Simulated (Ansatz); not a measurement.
# Lead, omega (AlB2-type) under PBEsol: ground state and equation of state

The plan for lead in the omega (AlB2-type) structure: relax it, solve it on a dense k-mesh, then scale the cell to 7 volumes from 88 to 112 % of the relaxed one and try a fit of the equation of state. Spin polarisation is left out. The k-meshes are 7×7×9 for the relaxation; 9×9×12 for the dense run; 8×8×11 for the volumes.

Computed with Ansatz 0.2.0 (DFT PBEsol, plane waves (420 eV) with PAW, scalar-relativistic; PBE-made PAW files, unless a step says otherwise).

### 1 Starting point

It takes space group P6/mmm (No. 191, hexagonal). The conventional cell has a = 5.555 Å, b = 5.555 Å, c = 3.405 Å, α = 90.00°, β = 90.00°, γ = 120.00°. Pb (site symmetry 6/mmm) has 14 Pb at 3.41 to 3.63 Å as nearest neighbours. Pb (site symmetry -6m2) is surrounded by 11 Pb at 3.21 to 3.63 Å.

As a file:

```xyz
3
Lattice="5.5549 0.0000 0.0000 -2.7774 4.8106 0.0000 0.0000 0.0000 3.4051" Properties=species:S:1:pos:R:3 pbc="T T T"
Pb    0.0000    0.0000    0.0000
Pb    0.0000    3.2071    1.7026
Pb    2.7774    1.6035    1.7026
```

### 2 Relaxation of the cell

input.yaml

```yaml
crystal:
  lattice:
    - [5.5548514655, 0.0, 0.0]
    - [-2.7774257328, 4.8106424834, 0.0]
    - [0.0, 0.0, 3.4051239484]
  atoms:
    - { symbol: Pb, position: [0.0, 0.0, 0.0] }
    - { symbol: Pb, position: [0.3333333333, 0.6666666667, 0.5] }
    - { symbol: Pb, position: [0.6666666667, 0.3333333333, 0.5] }
hamiltonian:
  xc: pbesol
  pseudopotentials:
    kind: paw
    azcp:
      Pb: "pseudopotentials/Pb.paw.azcp"
basis:
  ecutwfc: 420
  fft_grid_basis: typed
kpoints:
  mp_grid: { grid: [7, 7, 9], shift: [0, 0, 0] }
magnetization:
  spin_polarized: false
scf:
  occupations: { method: fermi_dirac, width: 0.1 }
relax:
  max_steps: 60
  f_tol: 0.01
  cell: {}
output:
  write_density: true
  write_potential: true
  elf: true
  volumetric_format: npy
```

After this run come: Dense single point; Equation of state: 88 %; Equation of state: 92 %; Equation of state: 96 %; Equation of state: 100 %; Equation of state: 104 %; Equation of state: 108 %; Equation of state: 112 %.

Before running it: what results should come out? Wanted: space group; conventional cell; volume; shortest distance; gap on the mesh; relative to fcc; V₀, B₀, B₀′.

**Answer**, as computed:

```
                      quantity                                   value
space group (spins left aside)                        P6/mmm (No. 191)
             conventional cell  a = 5.562 Å, c = 3.379 Å (c/a = 0.607)
                        volume                          30.170 Å³/atom
             shortest distance                                 3.211 Å
               gap on the mesh            none (levels filled in part)
               relative to fcc                            +49 meV/atom
                   V₀, B₀, B₀′             30.224 Å³/atom, 47 GPa, 4.8
```

In words: From the guessed start the volume shrank by 0.5 % in 4 steps. It lies 49 meV/atom above the element's reference form at the same level (fcc, from a run of its own). No gap shows: it is a metal or semimetal at this level. The fitted modulus is 47 GPa; letting shape and positions relax at each volume could only lower it. The symmetry was held, so the structure may be unstable against distortions that break it.
